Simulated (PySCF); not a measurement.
# CH8ClPSi2: the cost of one run

Computed with PySCF 2.14.0, with density-fitted response routines of our own, on a single molecule in the gas phase. Atoms count from 0, in the outputs and in this text.

### Step 1. The molecule as given

13 atoms, charge 0, multiplicity 1; geometry from: GFN2-xTB. The atoms were then displaced at random by about 0.01 Å, so the start is not that level's minimum.

Bonds of the start (Å): Si0–C1 1.91, C1–Si2 1.88, Si2–P3 2.27, Si2–Cl4 2.03, Si0–H5 1.49, Si0–H6 1.46, Si0–H7 1.44, C1–H8 1.10, C1–H9 1.08, Si2–H10 1.46, P3–H11 1.40, P3–H12 1.33.

### Step 2. Relaxing the molecule at PBE0-D3(BJ)/def2-SVP

What the job is given:

```
{"job": {"xc": "PBE0", "basis": "def2-SVP", "d3": "d3bj", "grid": 1, "shake": 0.01, "kind": "geom"}, "charge": 0, "multiplicity": 1}
Si    -1.756370    -0.710990     0.358020
C     -0.857080     0.786170    -0.425910
Si     0.998820     0.862350    -0.107090
P      2.004220    -1.033200    -0.849790
Cl     1.331900     1.178390     1.871000
H     -3.194370    -0.582390    -0.019040
H     -1.638310    -0.639300     1.810860
H     -1.189820    -1.924380    -0.171470
H     -1.305710     1.723640    -0.054810
H     -1.007120     0.761750    -1.492240
H      1.639880     1.986100    -0.791490
H      1.758230    -1.753390     0.322300
H      3.221560    -0.671640    -0.460660
```

Started as:

```bash
> OMP_NUM_THREADS=1 python probes_run.py task.json out
```

The driver reads the jobs from task.json and runs them one after another.

Q: Estimate the wall time and peak memory of this first job on 1 thread of Arm Neoverse N1, shared host.

About 1.7 min, with a peak of 0.55 GiB.
